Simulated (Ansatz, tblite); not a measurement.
**The cluster Si₂Se₄: a ladder of methods and basis sets**

Aim: run the singlet of the cluster Si₂Se₄ at one geometry on many levels, and compare frontier levels, spin and run time.

The runs use Ansatz 0.2.0, Gaussian basis; as each input shows.

Plan: GFN1-xTB, GFN2-xTB, PBE-D4/def2-TZVP, r2SCAN-D4/def2-TZVP, ωB97X-V/def2-TZVP, LDA/def2-TZVP, PBE+10HF/def2-SVP, PBE+15HF/def2-SVP, PBE+40HF/def2-SVP, PBE-D4/def2-SVP, PBE0-D4/def2-SVP, HF/STO-3G, HF/6-31G, B3LYP-D4/6-31G, PBE0-D4/def2-TZVPD, PBE-D4/def2-TZVPD, r2SCAN-D4/def2-TZVPD, CCSD(T)/def2-SVP, MP2/def2-TZVP, RPA/def2-TZVP.

6 further runs of the same task are left out: 3 that didn't finish, 3 set aside as unsound or not needed. Runs told in other sessions of the task aren't counted.

## 1. The relaxed structure

The geometry is that of the singlet, from an earlier relaxation (PBE0-D4/def2-SVP). At that level it is the lowest of the isomers that a small search found.

6 atoms, charge 0, spin multiplicity 1.

Bond lengths: Si1–Se3 2.275 Å, Si1–Se4 2.069 Å, Si1–Se5 2.273 Å, Si2–Se3 2.273 Å, Si2–Se5 2.275 Å, Si2–Se6 2.069 Å. Angles: Se3–Si1–Se4 130.1°, Se3–Si1–Se5 99.7°, Se4–Si1–Se5 130.2°, Se3–Si2–Se5 99.7°, Se3–Si2–Se6 130.2°, Se5–Si2–Se6 130.0°, Si1–Se3–Si2 80.3°, Si1–Se5–Si2 80.3°.

PBE0-D4/def2-TZVP was run before; its log isn't repeated, and its numbers join the tables.

## 2. GFN1-xTB

Tight binding, by tblite at 300 K electronic temperature and without a spin-polarisation term:

```python
tblite.interface.Calculator('GFN1-xTB', numbers, positions, charge=0, uhf=0).singlepoint()
```

Energy -470.5362 eV, HOMO -9.89 eV, LUMO -5.97 eV; 0.008 s.

## 3. GFN2-xTB

Tight binding, by tblite at 300 K electronic temperature and without a spin-polarisation term:

```python
tblite.interface.Calculator('GFN2-xTB', numbers, positions, charge=0, uhf=0).singlepoint()
```

Energy -443.7385 eV, HOMO -10.93 eV, LUMO -8.62 eV; 0.01 s.

## 4. PBE-D4/def2-TZVP

start.molden holds the orbitals of an earlier run on this state, given as this run's starting guess.

in.yaml

```yaml
crystal:
  periodic: [false, false, false]
  atoms:
    - {symbol: Si, position_ang: [1.261258, -0.563062, 0.490902]}
    - {symbol: Si, position_ang: [-1.261892, 0.561976, -0.490525]}
    - {symbol: Se, position_ang: [-0.612548, 0.048791, 1.626567]}
    - {symbol: Se, position_ang: [3.040767, -1.357430, 1.186893]}
    - {symbol: Se, position_ang: [0.612870, -0.047780, -1.626231]}
    - {symbol: Se, position_ang: [-3.040465, 1.357504, -1.187596]}
basis:
  gaussian: {orbitals: def2-TZVP, initial_orbitals: start.molden}
hamiltonian: {xc: pbe, dispersion: d4}
scf: {omitted_lower_state_checks: [starts]}
output: {orbitals: {seedname: orbitals}}
```

On the command line:

```bash
ansatz run in.yaml --threads 4 --pin off --events-out ev --progress --plain --max-ram 4787MiB
```

Further steps of the session: r2SCAN-D4/def2-TZVP; ωB97X-V/def2-TZVP; LDA/def2-TZVP; PBE+10HF/def2-SVP; PBE+15HF/def2-SVP; PBE+40HF/def2-SVP; PBE-D4/def2-SVP; PBE0-D4/def2-SVP; HF/STO-3G; HF/6-31G; B3LYP-D4/6-31G; PBE0-D4/def2-TZVPD; PBE-D4/def2-TZVPD; r2SCAN-D4/def2-TZVPD; CCSD(T)/def2-SVP; MP2/def2-TZVP; RPA/def2-TZVP.

**Question.** What will the summary of the whole plan be? Wanted: gap in def2-TZVP, named functionals, smallest and largest; gap over the share of exact exchange; correlation energy, CCSD(T)/def2-SVP; correlation energy, MP2/def2-TZVP; binding an atom, CCSD(T)/def2-SVP; PBE0 total energy, smallest basis above largest.

**Answer**, as computed:

| quantity | value |
| --- | --- |
| gap in def2-TZVP, named functionals, smallest and largest | 2.55 eV (LDA), 8.29 eV (ωB97X-V) |
| gap over the share of exact exchange | 2.54 eV at 0, 5.25 eV at 0.4 |
| correlation energy, CCSD(T)/def2-SVP | -30.86 eV |
| correlation energy, MP2/def2-TZVP | -34.58 eV |
| binding an atom, CCSD(T)/def2-SVP | 2.796 eV |
| PBE0 total energy, smallest basis above largest | 37.70 eV (def2-SVP, def2-TZVPD) |

**Reading.** Over the named functionals in def2-TZVP the gap runs from 2.55 eV (LDA) to 8.29 eV (ωB97X-V); exact exchange widens it. Raising the share of exact exchange from 0 to 0.4 moves the HOMO by -1.79 eV and the LUMO by +0.92 eV. A small miss in a minimal or small basis is a cancelling of errors, not accuracy. The functionals in def2-TZVP miss CCSD(T)/def2-SVP by +0.474 (ωB97X-V) to +1.176 eV (LDA) an atom. The yardstick is in a double-zeta basis, so levels in larger sets aren't compared like for like. CCSD(T)/def2-SVP isn't at the basis-set limit; small misses against it rank nothing.
